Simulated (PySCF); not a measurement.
# ClH8PSi3: the cost of one run

Computed with PySCF 2.14.0, with density-fitted response routines of our own, on a single molecule in the gas phase. Atoms are numbered from 0 throughout.

### Step 1. Starting geometry

13 atoms, charge 0, multiplicity 1; geometry from: GFN2-xTB. The atoms were then displaced at random by about 0.01 Å, so the start is not that level's minimum.

Bonds of the start (Å): Si0–Si1 2.33, Si1–Si2 2.34, Si1–P3 2.26, Si1–Cl4 2.07, Si0–H5 1.46, Si0–H6 1.47, Si0–H7 1.49, Si2–H8 1.49, Si2–H9 1.45, Si2–H10 1.46, P3–H11 1.41, P3–H12 1.40.

### Step 2. Geometry optimisation at PBE0-D3(BJ)/def2-SVP

What the job is given:

```
{"job": {"xc": "PBE0", "basis": "def2-SVP", "d3": "d3bj", "grid": 1, "shake": 0.01, "kind": "geom"}, "charge": 0, "multiplicity": 1}
Si    -1.661340     0.991940    -0.750930
Si     0.035790     0.079830     0.554160
Si     2.249270     0.126410    -0.200060
P     -0.360210    -2.059270     1.158240
Cl    -0.018860     1.063210     2.370620
H     -1.746670     0.320840    -2.043660
H     -3.003010     0.907750    -0.147500
H     -1.420730     2.439170    -1.033800
H      3.238780    -0.449220     0.755640
H      2.374490    -0.608500    -1.444890
H      2.680060     1.504000    -0.443780
H     -1.742770    -1.862800     1.366920
H     -0.618970    -2.470240    -0.151270
```

The run is started by

```bash
$ OMP_NUM_THREADS=1 python probes_run.py task.json out
```

One launch serves the whole session: the jobs run in the order shown.

**Question.** How long does this first job take on 1 thread of Arm Neoverse V2, shared host, and how much memory does it need?

About 45 s, with a peak of 0.54 GiB.
